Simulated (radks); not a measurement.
# Ionisation of Ge: one atom, several choices of exchange strength α

The task here is to estimate one member of a computed series from the others.

Program: radks (a radial shooting solver on a logarithmic mesh, Libxc functionals) version 1. Level of theory: Dirac Kohn-Sham, spin-unpolarised, spherical densities, point nucleus; open shells fill j = l - 1/2 first. These are calculated values, not measurements, unless marked.

**What is computed**

```
element       : germanium (Z = 32)
charge        : 0
electrons     : 32
configuration : [Ar] 3d10 4s2 4p2
ion           : Ge⁺, [Ar] 3d10 4s2 4p1
choices       : α = 0.667; α = 0.76; α = 0.833; α = 1.007; α = 1.025
```

Set-up of the first run:

Input:

```text
Z 32
configuration [Ar] 3d10 4s2 4p2
relativity Dirac
functional xalpha 0.667
spin unpolarised
j_filling energy
nucleus point
c 137.035999084
```

Among the steps run: α = 0.667: Ge.

One table of the session follows, with a row left open; its other results are not shown here.

It belongs to the step «α = 0.667: Ge». From the orbitals of this run (lengths in bohr):

| level | <r> | outermost maximum (interpolated) | 90 % within | nodes |
| --- | --- | --- | --- | --- |
| 3s1/2 | 0.6255 | 0.543 | 0.937 | 2 |
| 3p1/2 | 0.6408 | 0.538 | 0.987 | 1 |
| 3p3/2 | 0.6517 | 0.546 | 1.00 | 1 |
| 3d3/2 | 0.7357 | 0.500 | 1.25 | 0 |
| 3d5/2 | ? | ? | ? | ? |
| 4s1/2 | 2.123 | 1.74 | 3.23 | 3 |
| 4p1/2 | 2.939 | 2.19 | 4.70 | 2 |
| 4p3/2 | 3.008 | 2.24 | 4.82 | 2 |

Estimate the missing values for 3d5/2.

As computed: <r>: 0.7412; outermost maximum (interpolated): 0.503; 90 % within: 1.26; nodes: 0. In the column «<r>» it lies between 3d3/2 (0.7357) and 4s1/2 (2.123).

Caveats from the session: Spin polarisation and multiplet splitting are left out, so open shells lie too high by an amount that depends on their filling.
